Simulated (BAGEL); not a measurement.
**Si2H4F2 (SMILES F[SiH2][SiH2]F) at PBE0/6-31G(d) (density fitting with qzvpp-jkfit, spherical functions)**

Aim: the energy change on altering one bond length of Si2H4F2 at PBE0/6-31G* (density fitting with qzvpp-jkfit, spherical functions), from 2 runs. 

The results are computed with BAGEL 1.2.2.

1 further run of the same task is left out (set aside as unsound or not needed). Runs told in other sessions of the task aren't counted.

**1. The structure to begin with**

Si2H4F2 has 8 atoms, charge 0, and is taken as a singlet. SMILES: `F[SiH2][SiH2]F`. Geometry: relaxed at PBE0-D4/def2-TZVP. This is one conformer, not always the lowest.

Bond lengths: F1–Si2 1.605 Å, Si2–Si3 2.350 Å, Si3–F4 1.605 Å, Si2–H5 1.485 Å, Si2–H6 1.487 Å, Si3–H7 1.487 Å, Si3–H8 1.485 Å. Some angles: F1–Si2–Si3 110.4°, Si2–Si3–F4 110.4°, F1–Si2–H5 108.0°, F1–Si2–H6 108.1°, Si3–Si2–H5 111.7°, Si3–Si2–H6 109.2°, Si2–Si3–H7 109.2°, Si2–Si3–H8 111.7°, F4–Si3–H7 108.1°, F4–Si3–H8 108.0°.

**2. A single-point energy at PBE0/6-31G(d) (density fitting with qzvpp-jkfit, spherical functions)**

input.json reads:

```json
{ "bagel" : [

{
  "title" : "molecule",
  "basis" : "6-31gs.json",
  "df_basis" : "qzvpp-jkfit",
  "angstrom" : true,
  "geometry" : [
    { "atom" : "F", "xyz" : [      -1.934800,       1.205800,      -0.274500 ] },
    { "atom" : "Si", "xyz" : [      -0.357800,       1.128100,       0.012400 ] },
    { "atom" : "Si", "xyz" : [       0.358600,      -1.109600,       0.044100 ] },
    { "atom" : "F", "xyz" : [       0.281000,      -1.742000,      -1.428800 ] },
    { "atom" : "H", "xyz" : [       0.340100,       1.914200,      -1.037000 ] },
    { "atom" : "H", "xyz" : [      -0.099800,       1.743700,       1.341600 ] },
    { "atom" : "H", "xyz" : [       1.774800,      -1.164000,       0.495400 ] },
    { "atom" : "H", "xyz" : [      -0.477100,      -1.941900,       0.946800 ] }
  ]
},

{
  "title" : "ks",
  "xc_func" : "pbe0"
},

{
  "title" : "print",
  "file" : "orbitals.molden",
  "orbitals" : true
}

]}
```

The basis set 6-31G* is read from a file made from the Basis Set Exchange's data (not shown).

The run is started by

```
$ BAGEL_NUM_THREADS=1 BAGEL input.json > input.out
```

Output:

```text
* using 1 threads per process

  ===============================================================
  ===============================================================

  *** Geometry ***

  { "atom" : "F", "xyz" : [     -3.656242,      2.278632,     -0.518730 ] },
  { "atom" : "Si", "xyz" : [     -0.676144,      2.131800,      0.023433 ] },
  { "atom" : "Si", "xyz" : [      0.677656,     -2.096840,      0.083337 ] },
  { "atom" : "F", "xyz" : [      0.531013,     -3.291903,     -2.700041 ] },
  { "atom" : "H", "xyz" : [      0.642696,      3.617314,     -1.959646 ] },
  { "atom" : "H", "xyz" : [     -0.188595,      3.295115,      2.535257 ] },
  { "atom" : "H", "xyz" : [      3.353886,     -2.199641,      0.936170 ] },
  { "atom" : "H", "xyz" : [     -0.901588,     -3.669659,      1.789193 ] },

  Number of auxiliary basis functions:      482

  Since a DF basis is specified, we compute 2- and 3-index integrals:
    o Being stored without compression. Storage requirement is 0.020 GB

  Number of basis functions:       72
  Number of electrons      :       50

    * METHOD: MOLECULE                             0.25

  *** Kohn-Sham DFT ***

    * Removing 13410 points whose weight is below 1.00e-10
    * Grid points: 105838

  === Nuclear Repulsion ===
   221.6050319839

       - DIIS with orbital gradients will be used.

  === KS iteration (pbe0 / 6-31gs.json) ===
      0       -755.81757149          0.12819998           0.37
      1       -728.04998887          0.11398034           0.35
      2       -744.20032030          0.15084501           0.35
      3       -769.09780716          0.12891877           0.34
      4       -772.55620456          0.11815107           0.35
      5       -773.39339468          0.11420858           0.35
      6       -773.54382535          0.11365561           0.35
      7       -729.61805335          0.18282750           0.35
      8       -779.48875774          0.04942774           0.35
      9       -780.45706220          0.02119026           0.35
     10       -780.64543776          0.01006724           0.35
     11       -780.68677948          0.00216199           0.36
     12       -780.68835600          0.00128107           0.36
     13       -780.68893308          0.00037185           0.36
     14       -780.68898967          0.00002837           0.36
     15       -780.68899006          0.00000537           0.36
     16       -780.68899008          0.00000178           0.35
     17       -780.68899009          0.00000020           0.35
     18       -780.68899009          0.00000015           0.34
     19       -780.68899009          0.00000008           0.35
     20       -780.68899009          0.00000004           0.35
     21       -780.68899009          0.00000001           0.36
    * SCF iteration converged.

    * Permanent dipole moment:
           (   -0.484426,    -0.162460,    -0.515420) a.u.

    * METHOD: KS                                   8.29

    * METHOD: PRINT                                0.01

  ===============================================================
```

It took 8.7 s on 1 thread of Arm Neoverse V1, shared host; peak memory 0.39 GiB.

**3. The distorted shape**

input.json reads:

```json
{ "bagel": [

{
  "title": "molecule",
  "basis": "6-31gs.json",
  "df_basis": "qzvpp-jkfit",
  "angstrom": true,
  "geometry": [
    { "atom": "F", "xyz": [      -1.809470,       1.330620,      -0.409878 ] },
    { "atom": "Si", "xyz": [      -0.232470,       1.252920,      -0.122978 ] },
    { "atom": "Si", "xyz": [       0.483930,      -0.984780,      -0.091278 ] },
    { "atom": "F", "xyz": [       0.406330,      -1.617180,      -1.564178 ] },
    { "atom": "H", "xyz": [       0.465430,       2.039020,      -1.172378 ] },
    { "atom": "H", "xyz": [       0.025530,       1.868520,       1.206222 ] },
    { "atom": "H", "xyz": [       1.900130,      -1.039180,       0.360022 ] },
    { "atom": "H", "xyz": [      -0.477100,      -1.941900,       0.946800 ] }
  ]
},

{ "title": "ks", "xc_func": "pbe0" },

{ "title": "print", "file": "orbitals.molden", "orbitals": true }

]}
```

The basis set 6-31G* is read from a file made from the Basis Set Exchange's data (not shown).

The run is started by

```
$ BAGEL_NUM_THREADS=1 BAGEL input.json > input.out
```

Output:

```text
* using 1 threads per process

  ===============================================================
  ===============================================================

  *** Geometry ***

  { "atom" : "F", "xyz" : [     -3.419403,      2.514507,     -0.774557 ] },
  { "atom" : "Si", "xyz" : [     -0.439305,      2.367676,     -0.232395 ] },
  { "atom" : "Si", "xyz" : [      0.914495,     -1.860964,     -0.172490 ] },
  { "atom" : "F", "xyz" : [      0.767852,     -3.056027,     -2.955868 ] },
  { "atom" : "H", "xyz" : [      0.879535,      3.853189,     -2.215473 ] },
  { "atom" : "H", "xyz" : [      0.048245,      3.530991,      2.279429 ] },
  { "atom" : "H", "xyz" : [      3.590725,     -1.963766,      0.680343 ] },
  { "atom" : "H", "xyz" : [     -0.901588,     -3.669659,      1.789193 ] },

  Number of auxiliary basis functions:      482

  Since a DF basis is specified, we compute 2- and 3-index integrals:
    o Being stored without compression. Storage requirement is 0.020 GB

  Number of basis functions:       72
  Number of electrons      :       50

    * METHOD: MOLECULE                             0.25

  *** Kohn-Sham DFT ***

    * Removing 13217 points whose weight is below 1.00e-10
    * Grid points: 106031

  === Nuclear Repulsion ===
   220.6509893425

       - DIIS with orbital gradients will be used.

  === KS iteration (pbe0 / 6-31gs.json) ===
      0       -755.68538966          0.12796844           0.37
      1       -728.85261898          0.11971246           0.36
      2       -741.30624729          0.16123446           0.37
      3       -766.68664048          0.13575424           0.36
      4       -772.90329967          0.10689361           0.36
      5       -776.22391851          0.09304854           0.36
      6       -776.29460397          0.09238294           0.35
      7       -744.23223398          0.18091938           0.36
      8       -780.36865431          0.02476028           0.35
      9       -780.56744880          0.01422238           0.35
     10       -780.67042833          0.00407024           0.35
     11       -780.67591523          0.00171962           0.36
     12       -780.67705800          0.00050040           0.36
     13       -780.67715460          0.00004913           0.36
     14       -780.67715566          0.00001064           0.36
     15       -780.67715570          0.00000495           0.36
     16       -780.67715572          0.00000127           0.36
     17       -780.67715572          0.00000057           0.36
     18       -780.67715572          0.00000005           0.36
     19       -780.67715572          0.00000003           0.36
     20       -780.67715572          0.00000001           0.37
     21       -780.67715572          0.00000000           0.37
    * SCF iteration converged.

    * Permanent dipole moment:
           (   -0.560987,    -0.268814,    -0.426719) a.u.

    * METHOD: KS                                   8.43

    * METHOD: PRINT                                0.01

  ===============================================================
```

Wall time 9 s (1 thread of Arm Neoverse V1, shared host); peak memory 0.4 GiB.

**4. What came out**

Level: PBE0/6-31G* (density fitting with qzvpp-jkfit, spherical functions).

| quantity | value |
| --- | --- |
| first shape: total energy | -780.68899 Eh |
| first shape: dipole moment | 1.84 D |
| first shape: HOMO energy | -8.27 eV |
| first shape: LUMO energy | -0.57 eV |
| first shape: HOMO–LUMO gap | 7.70 eV |
| distorted shape: total energy | -780.67716 Eh |
| distorted shape: dipole moment | 1.92 D |
| distorted shape: HOMO energy | -8.29 eV |
| distorted shape: LUMO energy | -0.65 eV |
| distorted shape: HOMO–LUMO gap | 7.65 eV |
| energy change with the Si3–H8 bond stretched from 1.485 to 1.708 Å | 0.322 eV |

What this shows: With the Si3–H8 bond stretched from 1.485 to 1.708 Å the energy rises by 0.32 eV (31.1 kJ/mol). The first shape isn't relaxed at this level, so the change isn't measured from a minimum.
